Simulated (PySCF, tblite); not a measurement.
# C6H8ClF: geometry, infrared bands and NMR shifts

Wanted: the infrared bands and NMR shifts of C6H8ClF (`C=C[C@H](CF)C(=C)Cl`), by calculation.

Computed with tblite 0.8.0 and PySCF 2.14.0, with density-fitted response routines of our own, on a single molecule in the gas phase. Atoms count from 0, in the outputs and in this text.

### 1 The molecule as given

16 atoms, charge 0, multiplicity 1; geometry from: force field or distance geometry start.

Bonds of the start (Å): C0–C1 1.32, C1–C2 1.46, C2–C3 1.50, C3–F4 1.40, C2–C5 1.47, C5–C6 1.35, C5–Cl7 1.76, C0–H8 1.11, C0–H9 1.10, C1–H10 1.10, C2–H11 1.13, C3–H12 1.11, C3–H13 1.12, C6–H14 1.08, C6–H15 1.09.

### 2 Geometry optimisation with GFN2-xTB

What the job is given:

```
{"job": {"kind": "relax", "xc": "GFN2-xTB", "basis": "xTB"}, "charge": 0, "multiplicity": 1}
C     -1.513400     1.555400     0.821900
C     -0.356700     1.286400     0.238000
C      0.012700     0.012600    -0.382800
C     -1.088500    -0.990500    -0.519700
F     -0.517500    -2.110400    -1.132300
C      1.177700    -0.551900     0.317700
C      2.350200    -0.574600    -0.345500
Cl     1.028200    -1.151900     1.965800
H     -1.654300     2.556700     1.268200
H     -2.341600     0.837100     0.873200
H      0.395000     2.090600     0.261600
H      0.337800     0.240300    -1.437900
H     -1.925800    -0.669400    -1.180300
H     -1.490900    -1.370100     0.450100
H      2.338200    -0.171600    -1.346100
H      3.241400    -0.979700     0.136700
```

Command:

```
> OMP_NUM_THREADS=1 python probes_run.py task.json out
```

This one command runs all jobs of the session in turn.

**Question.** This job is followed by: GFN2-xTB harmonic vibrations, gas phase; GIAO PBE0/pcSseg-1 NMR shielding, non-relativistic, gas phase. What will the session give for the following? strongest single infrared mode (GFN2-xTB); zero-point energy (GFN2-xTB); ¹³C shifts against TMS (PBE0/pcSseg-1); ¹H shifts against TMS (PBE0/pcSseg-1); ¹⁹F shifts against CFCl3 (PBE0/pcSseg-1); ³⁵Cl shifts against HCl (PBE0/pcSseg-1).

As calculated:

```
                                 quantity                                               value
strongest single infrared mode (GFN2-xTB)                                1053 cm⁻¹, 59 km/mol
             zero-point energy (GFN2-xTB)                                       76.3 kcal/mol
   ¹³C shifts against TMS (PBE0/pcSseg-1)          154.7, 144.8, 124.0, 122.7, 85.4, 56.7 ppm
    ¹H shifts against TMS (PBE0/pcSseg-1)  6.00, 5.71, 5.62, 5.55, 5.12, 5.06, 4.89, 3.36 ppm
 ¹⁹F shifts against CFCl3 (PBE0/pcSseg-1)                                          -251.9 ppm
  ³⁵Cl shifts against HCl (PBE0/pcSseg-1)                                             212 ppm
```

What this shows: Relaxing lowered the energy by 0.359 eV in 81 steps; the close pair that moved most is C1–C2, from 1.464 to 1.505 Å. No mode is imaginary among the 42: a minimum at this level. The strongest single mode, at 1053 cm⁻¹, moves mainly C3 and F4. GFN2-xTB is a fitted tight-binding method: band positions and strengths are rough. Its intensities can rank the bands wrongly. The most deshielded hydrogen is H10 (hydrogen on an alkene CH), at 6.00 ppm: attached to an sp2 carbon and in the plane of the double bond. At PBE0/pcSseg-1: The widest tensor belongs to Cl7: span 439 ppm, with a paramagnetic part of -410 ppm.
